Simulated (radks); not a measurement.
**Ionising silicon step by step, Si to Si⁵⁺**

An exercise on one series of results from a longer session: the logs are not shown, and one member is left open.

Program: radks (a radial shooting solver on a logarithmic mesh, Libxc functionals) version 1. Level of theory: Dirac Kohn-Sham, PBE, spin-unpolarised, spherical densities, finite nucleus; open shells fill j = l - 1/2 first. These are calculated values, not measurements, unless marked.

**Starting point**

| Property | Result |
| --- | --- |
| element | silicon (Z = 14) |
| charges | 0 to 5 |
| first configuration | [Ne] 3s2 3p2 |
| last configuration | [He] 2s2 2p5 |

The first run:

Input:

```text
Z 14
configuration [Ne] 3s2 3p2
relativity Dirac
functional pbe,pbe
spin unpolarised
j_filling energy
nucleus finite rms 3.1224 fm
c 137.035999084
```

Steps of the session up to this table: Si, [Ne] 3s2 3p2; Si⁺, [Ne] 3s2 3p1; Si²⁺, [Ne] 3s2; Si³⁺, [Ne] 3s1; Si⁴⁺, [Ne]; Si⁵⁺, [He] 2s2 2p5.

One of the session's tables, all rows but one given; the rest of the session is left out.

| species | Δ-SCF (eV) | −ε(HOMO) (eV) |
| --- | --- | --- |
| Si | 7.755 | 4.090 |
| Si⁺ | 16.020 | 11.676 |
| Si²⁺ | 33.971 | 28.535 |
| Si³⁺ | 45.152 | 39.487 |
| Si⁴⁺ | ? | ? |

Estimate the missing values for Si⁴⁺.

The run gave: Δ-SCF (eV): 167.80; −ε(HOMO) (eV): 148.32. In the column «Δ-SCF (eV)» it is the highest.

What this shows: Reference values: NIST Atomic Spectra Database (exp. measured, semi-emp. semi-empirical, theory a theoretical value adopted there). Per unit of the charge left behind, the cost jumps most at Si⁴⁺ ([Ne]): from 45.152 to 167.80 eV. There the highest level belongs to another shell. The Δ-SCF values miss the measured or semi-empirical entries by -1.0 % in the signed mean; the largest miss is -4.9 % (Si). Minus the highest eigenvalue gives 53 to 88 % of the Δ-SCF value along the ladder. Spin polarisation and multiplet splitting are left out, so open shells lie too high by an amount that depends on their filling.

**Measured values.**

From NIST Atomic Spectra Database: ionisation energy of Si 8.15168 eV; ionisation energy of Si⁺ 16.3458 eV; ionisation energy of Si²⁺ 33.493 eV; ionisation energy of Si³⁺ 45.1418 eV; ionisation energy of Si⁴⁺ 166.767 eV.
